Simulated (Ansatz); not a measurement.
**WS: elastic constants with LDA**

The system is WS.

```xyz
2
Lattice="3.0079 0.0000 0.0000 0.0000 3.0079 0.0000 0.0000 0.0000 3.0079" Properties=species:S:1:pos:R:3 pbc="T T T"
W     1.5039    1.5039    1.5039
S     0.0000    0.0000    0.0000
```

The cell was built by a generator and needn't be a form met in nature.

```json
{
  "Program": "Ansatz 0.2.0",
  "Task": "elastic constants",
  "Functional": "LDA",
  "Potentials or basis": "Ansatz PAW",
  "Cutoff": "420 eV (not typed: the program's choice for these potentials)",
  "k mesh": "7 × 7 × 7",
  "Occupations": "fermi-dirac, width 0.05 eV",
  "Spin": "no spin polarisation",
  "Atoms under strain": "clamped"
}
```

```
Pressure                                    : -11.5 GPa
Band gap on the k mesh                      : none (metal or under the smearing width)
Clamped-ion elastic constants C11, C12, C44 : 315, 176, -4 GPa
Voigt bulk modulus                          : 222 GPa
```

Levels at points of the mesh, in eV from the Fermi level:
```
           k point  band 6  band 7  band 8  band 9  band 10  band 11  band 12  band 13  band 14
(0.00, 0.00, 0.00)   -4.60   -4.60   -2.84   -2.84    -2.84     1.10     1.10     1.10     2.25
```

Elastic tensor in Voigt notation (GPa, ions clamped, in the Cartesian axes of the cell as first typed):
```
315 176 176   0   0   0
176 315 176   0   0   0
176 176 315   0   0   0
  0   0   0  -4   0   0
  0   0   0   0  -4   0
  0   0   0   0   0  -4
```

It took 3.7 s on 2 threads of Intel(R) Xeon(R) Processor @ 2.70GHz, with other jobs on the host, peak memory 0.34 GiB.

Caveat: the cell is more than 3 GPa from zero pressure, which shifts response properties; the elastic tensor has a negative eigenvalue, so either the cell is unstable as it stands or the mesh is too thin; the PAW data sets come from PBE, with cores solved anew for the run's functional, which leaves a small shift of forces and pressure. Spin-orbit coupling is left out, which matters for the levels of W.
